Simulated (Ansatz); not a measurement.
# CH4BFO2: the cost of one run

Computed with the Python package of Ansatz 0.2.0. The levels of theory stand in the script.

## (1) The system

Bond lengths: C1–O2 1.399 Å, O2–B3 1.441 Å, B3–O4 1.506 Å, B3–F5 1.448 Å, C1–H6 1.165 Å, C1–H7 1.075 Å, C1–H8 1.166 Å, O4–H9 0.910 Å. Angles: C1–O2–B3 106.5°, O2–C1–H6 106.1°, O2–C1–H7 115.9°, O2–C1–H8 111.9°, H6–C1–H7 108.6°, H6–C1–H8 102.5°, H7–C1–H8 110.8°, O2–B3–O4 123.0°, O2–B3–F5 121.3°, O4–B3–F5 115.7°, B3–O4–H9 105.7°.

No structure file is read: the coordinates are typed or built in the script.

## (2) The script

Contents of ch4bfo2_methods.py:

```python
# -*- coding: utf-8 -*-
"""One geometry of CH4BFO2, method by method."""

from pathlib import Path
import logging
import sys
import warnings

import ansatz as az
import numpy as np

logging.basicConfig(stream=sys.stdout, format="%(levelname)s %(message)s")
logger = logging.getLogger("calc")
logger.setLevel(logging.INFO)

BASIS_SET = "def2-SVP"

GEOMETRY = """
C    -0.58130    0.39110   -0.97120
O    -1.02920   -0.02480    0.28700
B     0.14380   -0.18210    1.10880
O     0.93700   -1.46120    1.17220
F     0.64560    0.90820    1.91860
H    -1.53830    0.57820   -1.60870
H     0.05040   -0.30140   -1.49760
H    -0.09250    1.44860   -0.93180
H     1.55310   -1.40290    0.50560
"""


def main():
    warnings.simplefilter("ignore", az.DeckWarning)

    molecule = az.Crystal.molecule()
    for line in GEOMETRY.strip().splitlines():
        symbol, *xyz = line.split()
        molecule = molecule.atom(symbol, [float(v) for v in xyz])

    base = molecule.calculation().basis(gaussian=BASIS_SET)

    logger.info("functional    E (Ha)        dipole (D)   HOMO (eV)  LUMO (eV)")
    for name in ["lc_wpbe", "cam_b3lyp", "pbe0", "pbe"]:
        rep = base.functional(name).forces().orbitals().run(threads=1, backend="cpu", runs_dir="runs").report
        lines = Path(rep["orbitals_path"]).read_text().splitlines()
        field_of = lambda key: [line.split("=")[1].strip() for line in lines if line.startswith(key)]
        orbitals = [(27.211386 * float(e), s, float(n)) for e, s, n in zip(field_of("Ene="), field_of("Spin="), field_of("Occup="))]
        homo = max(e for e, _, n in orbitals if n > 0.5)
        lumo = min(e for e, _, n in orbitals if n < 0.5)
        dipole = 4.803205 * np.linalg.norm(rep["charge_distribution"]["dipole_moment_e_ang"])
        logger.info(f"{name:10s} {rep['free_energy_ev'] / 27.211386246:14.6f} {dipole:9.3f} {homo:11.3f} {lumo:10.3f}")


if __name__ == "__main__":
    main()
```

## (3) The run

Run with:

```sh
> python ch4bfo2_methods.py
```

What time and memory should one allow on 1 thread of Intel Xeon Platinum 8488C (Sapphire Rapids), shared host?

About 8.5 s, with a peak of 0.26 GiB.
